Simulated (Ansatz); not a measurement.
# GaHP2: the cost of one run

The runs use Ansatz 0.2.0, Gaussian basis; cc-pVDZ, all electrons in the functionals, frozen cores in the correlation of double hybrids and RPA.

Plan: wB97M-V, B2PLYP, RPA-PBE, at charge 0, triplet; charge 0, singlet; charge 0, quintet; charge 1, doublet; charge 1, quartet; displaced geometry v1; displaced geometry v2.

22 further runs of the same task are left out: 6 for a known fault of the program, 4 that didn't finish, 12 set aside as unsound or not needed.

### Step 1. The system

The geometry is a PBE0/def2-TZVP stationary point (not a proven minimum). No spin-orbit coupling is included. The filled d shell of Ga may be among the frozen orbitals whatever the setting's name suggests; the logs give the count.

4 atoms, charge 0, spin multiplicity 3.

Atoms are counted from 1 here; the program's logs count them from 0.

Bond lengths: Ga1–P2 2.309 Å, P2–P3 2.097 Å, P3–H4 1.426 Å. Angles: Ga1–P2–P3 102.4°, P2–P3–H4 91.5°.

As a file:

```
Ga    0.0000   -0.1775    1.2980
P     0.0000    0.9709   -0.7050
P     0.0000   -0.5826   -2.1129
H     0.0000    0.3474   -3.1936
```

No dispersion term is added; wB97M-V holds VV10 nonlocal correlation.

The geometry shown and the zero of energy belong to the point charge 0, triplet. The yardstick, RCCSDT(Q), and other wave-function levels (R restricted, U unrestricted, valence and pair active spaces) come from earlier runs.

### Step 2. wB97M-V, charge 0, triplet

Input file in.yaml:

```yaml
crystal:
  periodic: [false, false, false]
  atoms:
    - {symbol: Ga, position_ang: [0.000000, -0.177541, 1.298000]}
    - {symbol: P, position_ang: [0.000000, 0.970946, -0.705002]}
    - {symbol: P, position_ang: [0.000000, -0.582598, -2.112914]}
    - {symbol: H, position_ang: [0.000000, 0.347362, -3.193620]}
basis:
  gaussian: {orbitals: cc-pVDZ}
magnetization: {spin_polarized: true, initial_magnetization: 2}
hamiltonian: {xc: {name: wB97M-V}}
output: {forces: true, orbitals: {seedname: orbitals}}
```

The run is started by

```sh
$ ansatz run in.yaml --threads 1 --pin off --events-out ev --progress --plain --max-ram 2393MiB
```

**Question.** How long does this run take on 1 thread of Arm Neoverse V2, shared host, and how much memory does it need?

About 28 s, with a peak of 0.33 GiB.
